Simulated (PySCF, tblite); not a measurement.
# C2H10OSeSi2: geometry, infrared bands and NMR shifts

Aim: predict the infrared bands and NMR shifts of C2H10OSeSi2 (`[SiH3]OCC[SiH2][SeH]`).

The runs use tblite 0.8.0 and PySCF 2.14.0, with density-fitted response routines of our own; the level of theory stands in each step. All values are computed, except where a source is named. Atoms are numbered from 0 throughout.

## Step 1: The molecule as given

16 atoms, charge 0, multiplicity 1; geometry from: force field or distance geometry start.

Bonds of the start (Å): Si0–O1 1.75, O1–C2 1.41, C2–C3 1.50, C3–Si4 1.82, Si4–Se5 2.30, Si0–H6 1.47, Si0–H7 1.47, Si0–H8 1.47, C2–H9 1.12, C2–H10 1.10, C3–H11 1.12, C3–H12 1.14, Si4–H13 1.48, Si4–H14 1.45, Se5–H15 1.53.

## Step 2: Optimising the geometry with GFN2-xTB

The job: settings as JSON, then the geometry in Å.

```
{"job": {"kind": "relax", "xc": "GFN2-xTB", "basis": "xTB"}, "charge": 0, "multiplicity": 1}
Si     2.652600     0.837500     0.081300
O      0.938300     0.689600     0.386600
C      0.663400    -0.685000     0.542200
C     -0.795000    -0.920900     0.805100
Si    -1.985900    -0.355800    -0.444200
Se    -2.390800     1.888500    -0.146700
H      2.955600     0.211800    -1.208800
H      3.431800     0.185700     1.145900
H      2.942100     2.280200     0.083200
H      1.213600    -0.986600     1.470400
H      1.078400    -1.278100    -0.286700
H     -1.019000    -0.438900     1.790700
H     -0.902000    -2.041200     0.963800
H     -3.305300    -0.995600    -0.211900
H     -1.610500    -0.521700    -1.830500
H     -3.874900     2.139500     0.115800
```

On the command line:

```bash
> OMP_NUM_THREADS=1 python probes_run.py task.json out
```

One launch serves the whole session: the jobs run in the order shown.

What it wrote:

```text
step      E/eV     max force
  0    -547.70677    2.754
  1    -547.98950    1.637
  2    -548.08328    0.705
  3    -548.11844    0.665
  4    -548.16162    0.521
  5    -548.17962    0.481
  6    -548.21025    0.366
  7    -548.22735    0.353
  8    -548.24505    0.328
  9    -548.26004    0.317
 10    -548.27594    0.330
 11    -548.29128    0.331
 12    -548.30697    0.254
 13    -548.32182    0.319
 14    -548.33432    0.259
 15    -548.34512    0.247
 16    -548.35435    0.213
 17    -548.36102    0.245
 18    -548.36725    0.217
 19    -548.37396    0.209
 20    -548.38150    0.233
 21    -548.39065    0.298
 22    -548.40124    0.305
 23    -548.41046    0.219
 24    -548.41728    0.192
 25    -548.42347    0.232
 26    -548.42915    0.283
 27    -548.43382    0.227
 28    -548.43694    0.121
 29    -548.43901    0.141
 30    -548.44154    0.214
 31    -548.44509    0.232
 32    -548.44847    0.167
 33    -548.45075    0.119
 34    -548.45245    0.108
 35    -548.45427    0.153
 36    -548.45650    0.140
 37    -548.45879    0.107
 38    -548.46077    0.125
 39    -548.46259    0.126
 40    -548.46508    0.156
 41    -548.46830    0.159
 42    -548.47182    0.192
 43    -548.47514    0.176
 44    -548.47813    0.146
 45    -548.48086    0.128
 46    -548.48397    0.145
 47    -548.48728    0.168
 48    -548.49033    0.158
 49    -548.49311    0.151
 50    -548.49617    0.191
 51    -548.49780    0.246
 52    -548.50232    0.141
 53    -548.50475    0.089
 54    -548.50643    0.069
 55    -548.50719    0.076
 56    -548.50863    0.080
 57    -548.50989    0.089
 58    -548.51123    0.088
 59    -548.51256    0.101
 60    -548.51438    0.121
 61    -548.51669    0.128
 62    -548.51926    0.122
 63    -548.52145    0.110
 64    -548.52329    0.106
 65    -548.52539    0.120
 66    -548.52798    0.134
 67    -548.53088    0.137
 68    -548.53385    0.148
 69    -548.53664    0.153
 70    -548.53902    0.114
 71    -548.54085    0.106
 72    -548.54220    0.106
 73    -548.54334    0.102
 74    -548.54451    0.098
 75    -548.54568    0.107
 76    -548.54660    0.092
 77    -548.54724    0.065
 78    -548.54761    0.061
 79    -548.54809    0.052
 80    -548.54857    0.053
 81    -548.54918    0.057
 82    -548.54972    0.065
 83    -548.55059    0.072
 84    -548.55153    0.065
 85    -548.55233    0.066
 86    -548.55283    0.061
 87    -548.55334    0.057
 88    -548.55393    0.064
 89    -548.55452    0.044
 90    -548.55489    0.032
 91    -548.55510    0.027
 92    -548.55527    0.025
 93    -548.55547    0.025
 94    -548.55561    0.020
 95    -548.55567    0.015
 96    -548.55570    0.011
 97    -548.55572    0.011
 98    -548.55574    0.012
 99    -548.55576    0.013
100    -548.55578    0.012
101    -548.55580    0.009
```

Wall time 1.3 s (1 thread of Arm Neoverse N1, shared host); peak memory 0.18 GiB.

Relaxation path: (not every step is listed)

| step | energy from step 0 (eV) | largest force (eV/Å) |
| --- | --- | --- |
| 0 | 0.0000 | 2.7537 |
| 1 | -0.2827 | 1.6369 |
| 2 | -0.3765 | 0.7050 |
| 3 | -0.4117 | 0.6651 |
| 4 | -0.4548 | 0.5206 |
| 5 | -0.4728 | 0.4809 |
| 6 | -0.5035 | 0.3660 |
| 7 | -0.5206 | 0.3533 |
| 8 | -0.5383 | 0.3284 |
| 16 | -0.6476 | 0.2128 |
| 24 | -0.7105 | 0.1918 |
| 32 | -0.7417 | 0.1672 |
| 40 | -0.7583 | 0.1564 |
| 48 | -0.7836 | 0.1579 |
| 56 | -0.8019 | 0.0805 |
| 64 | -0.8165 | 0.1059 |
| 72 | -0.8354 | 0.1064 |
| 80 | -0.8418 | 0.0526 |
| 88 | -0.8472 | 0.0636 |
| 96 | -0.8489 | 0.0114 |
| 97 | -0.8489 | 0.0115 |
| 98 | -0.8490 | 0.0118 |
| 99 | -0.8490 | 0.0126 |
| 100 | -0.8490 | 0.0117 |
| 101 | -0.8490 | 0.0091 |

Distances of close pairs at the start and the end, largest changes first:

| bond | before (Å) | after (Å) | change (Å) |
| --- | --- | --- | --- |
| Si0–O1 | 1.748 | 1.631 | -0.117 |
| C3–Si4 | 1.816 | 1.902 | +0.086 |
| Se5–H15 | 1.528 | 1.444 | -0.084 |
| C3–H12 | 1.137 | 1.087 | -0.049 |
| Si4–Se5 | 2.300 | 2.266 | -0.033 |
| C3–H11 | 1.120 | 1.090 | -0.029 |
| C2–H9 | 1.120 | 1.097 | -0.023 |
| Si0–H8 | 1.471 | 1.450 | -0.021 |

The end geometry stands in the next job.

## Step 3: Harmonic vibrations with GFN2-xTB

The job: settings as JSON, then the geometry in Å.

```
{"job": {"kind": "ir", "xc": "GFN2-xTB", "basis": "xTB"}, "charge": 0, "multiplicity": 1}
Si     2.280805     1.049793    -0.048331
O      0.847332     0.348412     0.287342
C      0.645713    -0.990844     0.650347
C     -0.829273    -1.201672     0.937416
Si    -1.831090    -0.220017    -0.347668
Se    -1.583274     1.983645     0.120678
H      2.899453     0.374150    -1.194790
H      3.175077     0.920594     1.106197
H      1.830521     2.401293    -0.320712
H      1.267831    -1.237367     1.520164
H      0.961021    -1.637000    -0.179355
H     -1.063673    -0.834829     1.937098
H     -1.061495    -2.263688     0.913279
H     -3.250258    -0.553044    -0.216517
H     -1.361161    -0.503558    -1.703904
H     -2.935128     2.373075    -0.205171
```

What it wrote:

```text
mode    cm-1     km/mol
  1      17.3      1.33
  2      63.8      1.59
  3      74.0      1.56
  4     106.4      1.06
  5     145.4      0.21
  6     188.9      7.18
  7     219.8      8.75
  8     227.4     12.49
  9     376.2     22.57
 10     396.1     14.40
 11     480.4     64.50
 12     578.3      7.37
 13     600.5     54.12
 14     611.0     16.72
 15     619.4     17.64
 16     657.1    283.75
 17     712.6      8.64
 18     736.4    142.10
 19     744.5    135.56
 20     768.5    315.42
 21     792.7    338.97
 22     827.6    307.90
 23     849.2    204.76
 24     971.2     30.51
 25    1028.5     66.71
 26    1127.2    141.69
 27    1173.4      7.94
 28    1206.8     22.32
 29    1287.9      2.19
 30    1351.7     12.24
 31    1465.1      3.42
 32    1501.0      1.05
 33    2038.7    436.82
 34    2213.7    311.90
 35    2243.5    280.41
 36    2248.9    363.65
 37    2256.7    185.86
 38    2377.8    199.53
 39    2880.4     55.08
 40    2911.5     64.06
 41    2984.4     36.55
 42    3012.7     31.12
```

Run time: 1 s. Hardware: 1 thread of Arm Neoverse N1, shared host; peak memory 0.18 GiB.

The strongest bands and the atoms that carry them (share of the mass-weighted mode):

| cm⁻¹ | km/mol | atoms |
| --- | --- | --- |
| 657 | 283.8 | H13 39 %, H14 36 % |
| 768 | 315.4 | H14 44 %, H13 43 % |
| 793 | 339.0 | H6 32 %, H7 29 %, H8 25 % |
| 828 | 307.9 | H6 44 %, H7 43 % |
| 2039 | 436.8 | H15 99 % |
| 2214 | 311.9 | H6 67 %, H7 28 % |
| 2244 | 280.4 | H7 66 %, H6 29 % |
| 2249 | 363.6 | H13 61 %, H14 32 % |

## Step 4: Nuclear shieldings: PBE0/pcSseg-1

The job, as its differences from that of step 3:

```diff
@@ -1,2 +1,2 @@
-{"job": {"kind": "ir", "xc": "GFN2-xTB", "basis": "xTB"}, "charge": 0, "multiplicity": 1}
+{"job": {"kind": "nmr", "xc": "PBE0", "basis": "pcSseg-1"}, "charge": 0, "multiplicity": 1}
 Si     2.280805     1.049793    -0.048331
```

Level: GIAO PBE0/pcSseg-1 NMR shielding, non-relativistic, gas phase.

What it wrote:

```text
coarse grid: 60416 points
cycle   1  E = -3136.9310047438  dE = -5.143e-01  |g| = 9.317e-01  |ddm| = 3.626e+00
cycle   2  E = -3136.7913726639  dE =  1.396e-01  |g| = 1.142e+00  |ddm| = 1.552e+00
cycle   3  E = -3137.0168604187  dE = -2.255e-01  |g| = 2.716e-01  |ddm| = 1.223e+00
cycle   4  E = -3137.0289161975  dE = -1.206e-02  |g| = 4.607e-02  |ddm| = 2.021e-01
cycle   5  E = -3137.0292194842  dE = -3.033e-04  |g| = 1.609e-02  |ddm| = 4.711e-02
cycle   6  E = -3137.0292833265  dE = -6.384e-05  |g| = 2.975e-03  |ddm| = 1.554e-02
cycle   7  E = -3137.0292849609  dE = -1.634e-06  |g| = 8.244e-04  |ddm| = 3.342e-03
final grid: 124272 points
cycle   8  E = -3137.0293226525  dE = -1.541e-08  |g| = 9.385e-04  |ddm| = 2.843e-03
cycle   9  E = -3137.0293225481  dE =  1.044e-07  |g| = 1.122e-03  |ddm| = 2.211e-03
cycle  10  E = -3137.0293228996  dE = -3.515e-07  |g| = 8.605e-05  |ddm| = 1.210e-03
cycle  11  E = -3137.0293229011  dE = -1.482e-09  |g| = 1.338e-05  |ddm| = 8.293e-05
cycle  12  E = -3137.0293229011  dE = -2.910e-11  |g| = 6.806e-06  |ddm| = 1.714e-05
converged SCF energy = -3137.0293229011

GIAO shielding tensors (ppm)
atom      isotropic    diamagn.    paramagn.     s11        s22        s33       span
  0 Si     385.322     880.858    -495.535    340.400    348.119    467.448    127.048
  1 O      302.787     402.558     -99.772    265.150    302.969    340.241     75.091
  2 C      120.517     243.421    -122.904     90.111    108.415    163.025     72.914
  3 C      164.176     253.370     -89.194    148.453    170.535    173.540     25.087
  4 Si     382.682     878.435    -495.753    331.387    397.735    418.923     87.537
  5 Se    2243.955    3001.429    -757.474   2010.024   2067.355   2654.488    644.464
  6 H       26.916      29.641      -2.725     23.382     24.989     32.377      8.995
  7 H       26.928      29.344      -2.416     23.398     24.874     32.513      9.114
  8 H       26.671      30.209      -3.538     21.790     27.194     31.028      9.238
  9 H       27.496      29.679      -2.183     22.128     27.345     33.015     10.887
 10 H       27.909      30.934      -3.025     22.700     27.503     33.525     10.826
 11 H       29.930      30.742      -0.812     26.823     27.943     35.024      8.201
 12 H       30.611      29.879       0.731     25.906     27.797     38.130     12.224
 13 H       26.842      28.333      -1.490     22.185     25.060     33.281     11.096
 14 H       26.800      29.038      -2.238     22.884     24.719     32.799      9.915
 15 H       31.300      29.769       1.531     20.746     24.802     48.352     27.606
```

Wall time 58 s (1 thread of Arm Neoverse N1, shared host); peak memory 0.79 GiB.

Shifts follow as δ = σ(reference) − σ, with reference shieldings (ppm) from runs at the same level and on the same kind of geometry: ¹H TMS 31.72, ¹³C TMS 186.9, ²⁹Si TMS 349.2, ¹⁷O H2O 336.1, ⁷⁷Se Me2Se 1758. The references are single molecules in the gas phase, so shifts against H2O, NH3, PH3, H3PO4 or CFCl3 are not on the usual liquid scales and can be off by tens of ppm. Atoms listed in one row are averaged.

| atoms | environment | σ (ppm) | δ (ppm) |
| --- | --- | --- | --- |
| C2 | sp3 CH2 bonded to O | 120.5 | 66.4 |
| C3 | sp3 CH2 bonded to Si | 164.2 | 22.7 |
| H13, H14 | hydrogen on a silicon bonded to C, Se | 26.82 | 4.90 |
| H6, H7, H8 | hydrogen on a silicon bonded to O | 26.84 | 4.88 |
| H9, H10 | hydrogen on an sp3 CH2 bonded to O | 27.70 | 4.01 |
| H11, H12 | hydrogen on an sp3 CH2 bonded to Si | 30.27 | 1.45 |
| H15 | hydrogen on a selenium bonded to Si | 31.30 | 0.42 |
| Si4 | silicon bonded to C, Se, 2 H | 382.7 | -33.5 |
| Si0 | silicon bonded to O, 3 H | 385.3 | -36.2 |
| O1 | oxygen bonded to C, Si | 302.8 | 33.3 |
| Se5 | selenium bonded to Si, H | 2244 | -486 |

Charges from the same density, by scheme (e):

| atoms | Mulliken | IAO | Hirshfeld | ESP fit |
| --- | --- | --- | --- | --- |
| Si0 | 0.71 | 0.87 | 0.38 | 0.49 |
| O1 | -0.68 | -0.65 | -0.20 | -0.20 |
| C2 | 0.08 | -0.04 | 0.01 | 0.03 |
| C3 | -0.53 | -0.55 | -0.16 | -0.10 |
| Si4 | 0.66 | 0.65 | 0.29 | 0.09 |
| Se5 | -0.40 | -0.22 | -0.10 | -0.36 |

Mayer bond orders: Si0–O1 0.91, O1–C2 0.88, C2–C3 1.04, C3–Si4 0.89, Si4–Se5 0.99.

## Step 5: What came out

```
                                                              quantity                             value
                             strongest single infrared mode (GFN2-xTB)             2039 cm⁻¹, 437 km/mol
                                          zero-point energy (GFN2-xTB)                     67.3 kcal/mol
                                ¹³C shifts against TMS (PBE0/pcSseg-1)                    66.4, 22.7 ppm
¹H shifts against TMS (PBE0/pcSseg-1, means over atoms taken as alike)  4.90, 4.88, 4.01, 1.45, 0.42 ppm
                               ²⁹Si shifts against TMS (PBE0/pcSseg-1)                  -33.5, -36.2 ppm
                                ¹⁷O shifts against H2O (PBE0/pcSseg-1)                          33.3 ppm
                             ⁷⁷Se shifts against Me2Se (PBE0/pcSseg-1)                          -486 ppm
```

What this shows: Over 101 steps the energy fell by 0.849 eV; of the close pairs, Si0–O1 changed most, 1.748 to 1.631 Å. All 42 modes are real, so the xTB geometry is a minimum. The strongest single mode, at 2039 cm⁻¹, moves mainly H15. Unscaled tight-binding wavenumbers are off by several per cent, some by more. Its intensities can rank the bands wrongly. The most deshielded carbon is C2 (sp3 CH2 bonded to O), at 66.4 ppm: pulled downfield by the heteroatom. At PBE0/pcSseg-1: The widest tensor belongs to Se5: span 644 ppm, with a paramagnetic part of -757 ppm. Spin-orbit coupling is left out, which matters for shieldings and couplings at and beside the heavy atoms.
